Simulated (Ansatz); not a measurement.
# Yb2Ti: the cost of one run

Method: DFT PBE, scalar-relativistic, plane waves, PAW, in Ansatz 0.2.0.

1 further run of the same task is left out (it didn't finish).

### Step 1. The structure to begin with

Symmetry: I4/mmm, No. 139, tetragonal system. Conventional cell: a = 4.712 Å, b = 4.712 Å, c = 5.283 Å, α = 90.00°, β = 90.00°, γ = 90.00°. Yb (site symmetry mmm) has 2 Ti at 2.36 Å and 2 Yb at 2.64 Å in its first shell of neighbours. Ti (site symmetry 4/mmm) has 4 Yb at 2.36 Å in its first shell of neighbours.

Coordinates:

```cif
data_structure
_symmetry_space_group_name_H-M 'I4/mmm'
_symmetry_Int_Tables_number 139
_cell_length_a 4.7116
_cell_length_b 4.7116
_cell_length_c 5.2826
_cell_angle_alpha 90.000
_cell_angle_beta 90.000
_cell_angle_gamma 90.000
_cell_volume 117.27
loop_
_atom_site_label
_atom_site_type_symbol
_atom_site_symmetry_multiplicity
_atom_site_Wyckoff_symbol
_atom_site_fract_x
_atom_site_fract_y
_atom_site_fract_z
_atom_site_occupancy
Yb1 Yb 4 c 0.00000 0.50000 0.00000 1
Ti1 Ti 2 a 0.00000 0.00000 0.00000 1
```

Recipe of the guess: random cell by space group and Wyckoff sites (I4/mmm, No. 139). The dimensions are guesses.

### Step 2. Probe: one point on a coarse mesh

input.yaml

```yaml
crystal:
  lattice:
    - [-2.35582198, 2.35582198, 2.6412847]
    - [2.35582198, -2.35582198, 2.6412847]
    - [2.35582198, 2.35582198, -2.6412847]
  atoms:
    - { symbol: Yb, position: [0.5, 0.0, 0.5] }
    - { symbol: Yb, position: [0.0, 0.5, 0.5] }
    - { symbol: Ti, position: [0.0, 0.0, 0.0] }
basis:
  ecutwfc: 420
kpoints:
  mp_grid: { grid: [6, 6, 6] }
hamiltonian:
  xc: pbe
scf:
  occupations: { method: gaussian, width: 0.1 }
  lower_state_search: "off"
output:
  forces: true
  stress: true
  eigenvalues: true
```

The run is started by

```
ansatz run input.yaml --threads 1 --pin off --max-ram 2560MiB --backend cpu --events-out ev --progress --plain --runs-dir out
```

Q: Estimate wall time and peak memory on 1 thread of Intel Xeon Platinum 8259CL at 2.50GHz (Skylake/Cascade Lake), shared host.

About 4.1 s, with a peak of 0.41 GiB.
